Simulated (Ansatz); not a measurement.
# SiC5: the cost of one run

Method: DFT PBE, scalar-relativistic, plane waves, PAW, in Ansatz 0.2.0.

## (1) The system as given

Symmetry: P4/mmm, No. 123, tetragonal system. Conventional cell: a = 4.606 Å, b = 4.606 Å, c = 4.460 Å, α = 90.00°, β = 90.00°, γ = 90.00°. Si (site symmetry 4/mmm) is surrounded by 12 C at 2.93 to 3.26 Å. Around C (site symmetry m2m) lie 2 C at 1.92 Å. Around C (site symmetry 4/mmm) lie 8 C at 2.61 Å.

Structure file:

```
CELL_PARAMETERS angstrom
4.60634 0.00000 0.00000
0.00000 4.60634 0.00000
0.00000 0.00000 4.45999
ATOMIC_POSITIONS crystal
Si 0.50000 0.50000 0.00000
C 0.79112 0.79112 0.50000
C 0.20888 0.20888 0.50000
C 0.20888 0.79112 0.50000
C 0.79112 0.20888 0.50000
C 0.00000 0.00000 0.00000
```

A structure generator made this guess: random cell by space group and Wyckoff sites (P4/mmm, No. 123). Its size is a rough estimate.

## (2) The guess as it stands, on a coarse mesh

Input file input.yaml:

```yaml
crystal:
  lattice:
    - [4.60633521, 0.0, 0.0]
    - [0.0, 4.60633521, 0.0]
    - [0.0, 0.0, 4.45999242]
  atoms:
    - { symbol: Si, position: [0.5, 0.5, 0.0] }
    - { symbol: C, position: [0.79111889, 0.79111889, 0.5] }
    - { symbol: C, position: [0.20888111, 0.20888111, 0.5] }
    - { symbol: C, position: [0.20888111, 0.79111889, 0.5] }
    - { symbol: C, position: [0.79111889, 0.20888111, 0.5] }
    - { symbol: C, position: [0.0, 0.0, 0.0] }
basis:
  ecutwfc: 420
kpoints:
  mp_grid: { grid: [4, 4, 4] }
hamiltonian:
  xc: pbe
scf:
  occupations: { method: gaussian, width: 0.1 }
  lower_state_search: "off"
output:
  forces: true
  stress: true
  eigenvalues: true
```

Started as:

```sh
$ ansatz run input.yaml --threads 1 --pin off --max-ram 2560MiB --backend cpu --events-out ev --progress --plain --runs-dir out
```

What time and memory should one allow on 1 thread of Intel Xeon Platinum 8259CL at 2.50GHz (Skylake/Cascade Lake), shared host?

About 2 s, with a peak of 0.38 GiB.
